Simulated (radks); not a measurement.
# Fractional charge and spin in the 4p shell of niobium

Aim: the energy as the spin-up occupation of 4p runs from 2 to 3 and the spin-down one from 2 to 3, against the two flat planes that join the four corners. Added charge counts from the emptiest corner (up 2, down 2).

Method: scalar-relativistic Kohn-Sham, BLYP, spin-polarised, spherical densities, point nucleus. Code: radks (a radial shooting solver on a logarithmic mesh, Libxc functionals) version 1.

### 1 Starting point

| Quantity | Value |
| --- | --- |
| element | niobium (Z = 41) |
| configuration | [Ar] 3d10 4s2 4d(up 1, down 1) 4p(up 3, down 3) |

A shell typed twice in an input gives spin up, then spin down.

### 2 4p: up 3, down 3

Input:

```text
Z 41
configuration [Ar] 3d10 4s2 4d1 4d1 4p3 4p3
relativity scalar-relativistic
functional b88,lyp
spin polarised
nucleus point
c 137.035999084
```

### 3 4p: up 3, down 2.75

Input:

```text
Z 41
configuration [Ar] 3d10 4s2 4d1 4d1 4p3 4p2.75
relativity scalar-relativistic
functional b88,lyp
spin polarised
nucleus point
c 137.035999084
```

### 4 4p: up 3, down 2.5

Input:

```text
Z 41
configuration [Ar] 3d10 4s2 4d1 4d1 4p3 4p2.5
relativity scalar-relativistic
functional b88,lyp
spin polarised
nucleus point
c 137.035999084
```

### 5 4p: up 3, down 2.25

Input:

```text
Z 41
configuration [Ar] 3d10 4s2 4d1 4d1 4p3 4p2.25
relativity scalar-relativistic
functional b88,lyp
spin polarised
nucleus point
c 137.035999084
```

### 6 4p: up 3, down 2

Input:

```text
Z 41
configuration [Ar] 3d10 4s2 4d1 4d1 4p3 4p2
relativity scalar-relativistic
functional b88,lyp
spin polarised
nucleus point
c 137.035999084
```

### 7 4p: up 2.75, down 2.75

Input:

```text
Z 41
configuration [Ar] 3d10 4s2 4d1 4d1 4p2.75 4p2.75
relativity scalar-relativistic
functional b88,lyp
spin polarised
nucleus point
c 137.035999084
```

### 8 4p: up 2.75, down 2.5

Input:

```text
Z 41
configuration [Ar] 3d10 4s2 4d1 4d1 4p2.75 4p2.5
relativity scalar-relativistic
functional b88,lyp
spin polarised
nucleus point
c 137.035999084
```

### 9 4p: up 2.75, down 2.25

Input:

```text
Z 41
configuration [Ar] 3d10 4s2 4d1 4d1 4p2.75 4p2.25
relativity scalar-relativistic
functional b88,lyp
spin polarised
nucleus point
c 137.035999084
```

### 10 4p: up 2.75, down 2

Input:

```text
Z 41
configuration [Ar] 3d10 4s2 4d1 4d1 4p2.75 4p2
relativity scalar-relativistic
functional b88,lyp
spin polarised
nucleus point
c 137.035999084
```

### 11 4p: up 2.5, down 2.5

Input:

```text
Z 41
configuration [Ar] 3d10 4s2 4d1 4d1 4p2.5 4p2.5
relativity scalar-relativistic
functional b88,lyp
spin polarised
nucleus point
c 137.035999084
```

### 12 4p: up 2.5, down 2.25

Input:

```text
Z 41
configuration [Ar] 3d10 4s2 4d1 4d1 4p2.5 4p2.25
relativity scalar-relativistic
functional b88,lyp
spin polarised
nucleus point
c 137.035999084
```

### 13 4p: up 2.5, down 2

Input:

```text
Z 41
configuration [Ar] 3d10 4s2 4d1 4d1 4p2.5 4p2
relativity scalar-relativistic
functional b88,lyp
spin polarised
nucleus point
c 137.035999084
```

### 14 4p: up 2.25, down 2.25

Input:

```text
Z 41
configuration [Ar] 3d10 4s2 4d1 4d1 4p2.25 4p2.25
relativity scalar-relativistic
functional b88,lyp
spin polarised
nucleus point
c 137.035999084
```

### 15 4p: up 2.25, down 2

Input:

```text
Z 41
configuration [Ar] 3d10 4s2 4d1 4d1 4p2.25 4p2
relativity scalar-relativistic
functional b88,lyp
spin polarised
nucleus point
c 137.035999084
```

### 16 4p: up 2, down 2

Input:

```text
Z 41
configuration [Ar] 3d10 4s2 4d1 4d1 4p2 4p2
relativity scalar-relativistic
functional b88,lyp
spin polarised
nucleus point
c 137.035999084
```

What does the calculation give? Wanted: for each run, down \ up; 2; 2.25; 2.5; 2.75; 3.

The runs gave:

| down \ up | 2 | 2.25 | 2.5 | 2.75 | 3 |
| --- | --- | --- | --- | --- | --- |
| 2 | 0.000 | -1.523 | -2.024 | -1.513 | 0.000 |
| 2.25 | -1.523 | -1.950 | -1.368 | 0.212 | -1.437 |
| 2.5 | -2.024 | -1.368 | 0.283 | -1.298 | -1.907 |
| 2.75 | -1.513 | 0.212 | -1.298 | -1.839 | -1.423 |
| 3 | 0.000 | -1.437 | -1.907 | -1.423 | 0.000 |

In words: The table gives the energy in eV minus the planes, whose edge runs along up + down = one added electron; mirror points follow by spin symmetry. With half an added electron in each spin it lies 0.28 eV above the planes. With half an electron added in spin up alone it lies 2.02 eV below them. The planes are only a guide here: the condition holds for ground states with one frontier orbital, and this shell is degenerate.
